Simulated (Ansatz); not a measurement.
Consider the interaction energy of a dimer with the counterpoise correction of H2 (Ansatz 0.2.0 through its Python package).

`dimer_h2.py`:
```python
"""Binding of a H2 dimer at a trial geometry."""

import ansatz as az

BASIS = "aug-cc-pVDZ"
XC = "PBE0"
VDW = "d4"

FIRST = [
    ("H", (0.3326, -0.1033, 0.1724)),
    ("H", (-0.3326, 0.1033, -0.1724)),
]
SECOND = [
    ("H", (2.0144, 0.9575, 0.2445)),
    ("H", (2.4582, 0.6796, 0.8189)),
]

def energy(atoms, ghosts=()):
    molecule = az.Crystal.molecule()
    for symbol, xyz in atoms:
        molecule = molecule.atom(symbol, xyz)
    calc = (
        molecule.calculation()
        .basis(gaussian=BASIS)
        .functional(XC, dispersion=VDW)
    )
    deck = calc.input()
    if ghosts:
        deck = deck.set(az.key.basis.gaussian.ghost_atoms, [{"symbol": s, "position_ang": list(xyz)} for s, xyz in ghosts])
    return az.Session.from_dict(deck).plan().execute().report["free_energy_ev"]

# ghost atoms carry the functions of the partner
both = energy(FIRST + SECOND)
alone = energy(FIRST) + energy(SECOND)
ghosted = energy(FIRST, SECOND) + energy(SECOND, FIRST)
print(f"dimer {both:.6f} eV")
print(f"interaction, uncorrected   {23.060548 * (both - alone):8.3f} kcal/mol")
print(f"interaction, counterpoise  {23.060548 * (both - ghosted):8.3f} kcal/mol")
print(f"basis-set superposition    {23.060548 * (alone - ghosted):8.3f} kcal/mol")
```

How large is the interaction at this pose, and how much of it is basis-set superposition?

Uncorrected it is 0.945 kcal/mol, with the counterpoise correction 1.078 kcal/mol; the difference, 0.13 kcal/mol, is the superposition error. In this basis both values are repulsive.

The run itself:

```console
$ python dimer_h2.py
dimer -63.295426 eV
interaction, uncorrected      0.945 kcal/mol
interaction, counterpoise     1.078 kcal/mol
basis-set superposition       0.133 kcal/mol
```

What to keep in mind:
- The settings weren't tested for convergence.
- The dimer is a generated trial pose of unrelaxed monomers, not a minimum, so the figure is no binding energy, and the basis set is small.
- The whole script took 1 s on 1 thread of Arm Neoverse V2, on a shared host, peak memory 0.13 GiB.
